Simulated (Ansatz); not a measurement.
**Al: an axial (c/a) deformation path**

The task here is to estimate one member of a computed series from the others.

This is Al in the hcp structure; at room conditions it is fcc.

Method: DFT PBEsol, scalar-relativistic, plane waves, PAW, in Ansatz 0.2.0.

## Starting point

It takes space group P6_3/mmc (No. 194, hexagonal). The conventional cell has a = 2.812 Å, b = 2.812 Å, c = 4.867 Å, α = 90.00°, β = 90.00°, γ = 120.00°. Al (site symmetry -6m2) is surrounded by 12 Al at 2.81 to 2.93 Å.

Coordinates:

```
Al
1.0
     2.81246    0.00000    0.00000
    -1.40623    2.43566    0.00000
     0.00000    0.00000    4.86685
Al
2
Direct
  0.66667 0.33333 0.75000
  0.33333 0.66667 0.25000
```

The structure comes from the Materials Project (structure only).

The first run:

Contents of input.yaml:

```yaml
crystal:
  lattice:
    - [2.8124553515, 0.0, 0.0]
    - [-1.4062276757, 2.4356577814, 0.0]
    - [0.0, 0.0, 4.86685]
  atoms:
    - { symbol: Al, position: [0.66666667, 0.33333333, 0.75] }
    - { symbol: Al, position: [0.33333333, 0.66666667, 0.25] }
basis:
  ecutwfc: 420
kpoints:
  mp_grid: { grid: [9, 9, 4] }
hamiltonian:
  xc: pbesol
scf:
  occupations: { method: gaussian, width: 0.1 }
output:
  forces: true
  stress: true
  eigenvalues: true
```

Steps of the session up to this table: Probe: one point at the start; Zero of the scan; ρ = 0.850; ρ = 1.200; Point ρ = 0.920; Point ρ = 1.100; At ρ = 0.960; At ρ = 1.050; Point ρ = 0.800; Point ρ = 1.300.

One of the session's tables, all rows but one given; the rest of the session is left out.

| ρ | ΔE (meV/atom) | pressure (GPa) |
| --- | --- | --- |
| 0.800 | 58.6 | 0.8 |
| 0.850 | 22.7 | -0.6 |
| 0.920 | -1.8 | -1.6 |
| 0.960 | ? | ? |
| 1.000 | 0.0 | -1.3 |
| 1.050 | 14.9 | -0.6 |
| 1.100 | 40.6 | 0.6 |
| 1.200 | 125.8 | 4.1 |
| 1.300 | 256.7 | 8.9 |

**Question.** Estimate the row for ρ = 0.960.

Worked estimate for «ΔE (meV/atom)». A straight line through the neighbours (0.920, -1.8) and (1.000, 0.0) gives -1.8 + (0.0 + 1.8) × (0.960 − 0.920) / (1.000 − 0.920) = -0.9; a parabola fitted to 4 rows on both sides gives -4.7.

The run gave: ΔE (meV/atom): -5.9; pressure (GPa): -1.6. In «ΔE (meV/atom)» the line misses by +5.0 and the parabola by +1.2. Between these rows the values bend or scatter more than so simple an estimate can follow.
